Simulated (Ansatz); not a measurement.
# ClFOSi (SMILES O=[Si](F)Cl): one structure at several levels

The task here is to estimate one member of a computed series from the others.

Computed with Ansatz 0.2.0, Gaussian basis. Level: single points in def2-TZVPP.

Cores are frozen in the correlated methods.

## Starting geometry

SMILES `O=[Si](F)Cl`, 4 atoms, charge 0, spin multiplicity 1.

Atoms are counted from 1 here; the program's logs count them from 0.

Bond lengths: O1–Si2 1.534 Å, Si2–F3 1.636 Å, Si2–Cl4 2.021 Å. Angles: O1–Si2–F3 121.8°, O1–Si2–Cl4 134.7°, F3–Si2–Cl4 103.5°.

As a file:

```csv
atom,x (Å),y (Å),z (Å)
O1,1.22220,0.69920,1.01620
Si2,0.14610,0.05990,0.12990
F3,0.07840,-1.55700,-0.11280
Cl4,-1.38040,0.76820,-0.98970
```

The first run:

Input file run/in.yaml:

```yaml
crystal:
  periodic: [false, false, false]
  atoms:
    - {symbol: O, position_ang: [1.222200, 0.699200, 1.016200]}
    - {symbol: Si, position_ang: [0.146100, 0.059900, 0.129900]}
    - {symbol: F, position_ang: [0.078400, -1.557000, -0.112800]}
    - {symbol: Cl, position_ang: [-1.380400, 0.768200, -0.989700]}
basis:
  gaussian: {orbitals: def2-TZVPP}
correlation: {method: ccsd_t}
output: {forces: true}
```

The command line of these runs was not kept.

Among the steps run: CCSD(T)/def2-TZVPP; PBE0-D4/def2-TZVPP; wB97M-V/def2-TZVPP; r2SCAN-D4/def2-TZVPP; PBE-D4/def2-TZVPP; SPW92/def2-TZVPP; wB97X-V/def2-TZVPP.

One table of the session follows, with a row left open; its other results are not shown here.

```
   method  RMS force component (eV/Å)  angle to CCSD(T) forces (°)  dipole (D)
  CCSD(T)                       0.904                    reference        2.87
  PBE0-D4                       0.965                         11.7        2.96
  wB97M-V                       0.942                         13.4        3.02
r2SCAN-D4                           ?                            ?           ?
   PBE-D4                       0.603                         10.7        2.75
    SPW92                       0.851                          5.4        2.80
  wB97X-V                       0.959                         14.1        3.03
```

**Question.** Estimate the row for r2SCAN-D4.

The run gave: RMS force component (eV/Å): 0.880; angle to CCSD(T) forces (°): 6.3; dipole (D): 2.85. In the column «RMS force component (eV/Å)» it lies between SPW92 (0.851) and CCSD(T) (0.904).
